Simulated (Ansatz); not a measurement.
# VF2 (fluorite): equation of state and elastic constants

An exercise on one series of results from a longer session: the logs are not shown, and one member is left open.

Computed with Ansatz 0.2.0 (DFT PBEsol, scalar-relativistic, plane waves, PAW, unless a step's input says otherwise).

### Starting point

The structure is cubic, space group Fm-3m (No. 225). Conventional cell: a = 5.089 Å, b = 5.089 Å, c = 5.089 Å, α = 90.00°, β = 90.00°, γ = 90.00°. V (site symmetry m-3m) has 8 F at 2.20 Å as nearest neighbours. F (site symmetry -43m) is surrounded by 4 V at 2.20 Å.

Coordinates:

```cif
data_structure
_symmetry_space_group_name_H-M 'P 1'
_symmetry_Int_Tables_number 1
_cell_length_a 3.5984
_cell_length_b 3.5984
_cell_length_c 3.5984
_cell_angle_alpha 60.000
_cell_angle_beta 60.000
_cell_angle_gamma 60.000
_cell_volume 32.95
loop_
_atom_site_label
_atom_site_type_symbol
_atom_site_fract_x
_atom_site_fract_y
_atom_site_fract_z
_atom_site_occupancy
V1 V 0.00000 0.00000 0.00000 1
F1 F 0.25000 0.25000 0.25000 1
F2 F 0.75000 0.75000 0.75000 1
```

An earlier run at PBEsol left this cell at 10.982 Å³/atom and 0.00 GPa (10×10×10 mesh).

Volume factors to run: 0.980, 1.020, 0.960, 1.040.

The first run:

The input, input.yaml:

```yaml
crystal:
  lattice:
    - [0.0, 2.527360178, 2.527360178]
    - [2.527360178, 0.0, 2.527360178]
    - [2.527360178, 2.527360178, 0.0]
  atoms:
    - { symbol: V, position: [0.0, 0.0, 0.0], spin: 2.61 }
    - { symbol: F, position: [0.25, 0.25, 0.25] }
    - { symbol: F, position: [0.75, 0.75, 0.75] }
basis:
  ecutwfc: 420
  ecutrho_ratio: 4
kpoints:
  mp_grid: { grid: [10, 10, 10] }
hamiltonian:
  xc: pbesol
scf:
  occupations: { method: gaussian, width: 0.05 }
output:
  forces: true
  stress: true
  eigenvalues: true
  populations: true
magnetization:
  spin_polarized: true
```

Started as:

```console
$ ansatz run input.yaml --threads 4 --pin off --max-ram 4096MiB --backend cpu --events-out ev --progress --plain --runs-dir out
```

Steps of the session up to this table: Scaling the volume by 0.980; Volume × 1.020; Volume × 0.960; Scaling the volume by 1.040.

One of the session's tables, all rows but one given; the rest of the session is left out.

It belongs to the step «The fit». 

```
volume (Å³/atom)  energy (meV/atom)  pressure (GPa)  moment of atom 1 (μB)
          10.543               7.41            5.65                   2.35
          10.762               1.76            2.67                   2.36
          10.982               0.00            0.00                   2.37
          11.202                  ?               ?                      ?
          11.421               6.41           -4.52                   2.40
```

**Question.** Estimate the row for volume (Å³/atom) = 11.202.

Worked estimate for «energy (meV/atom)». A straight line through the neighbours (10.982, 0.00) and (11.421, 6.41) gives 0.00 + (6.41 − 0.00) × (11.202 − 10.982) / (11.421 − 10.982) = 3.21; a parabola fitted to 3 rows on both sides gives 1.56.

As computed: energy (meV/atom): 1.66; pressure (GPa): -2.38; moment of atom 1 (μB): 2.38. In «energy (meV/atom)» the line misses by +1.55 and the parabola by -0.10.
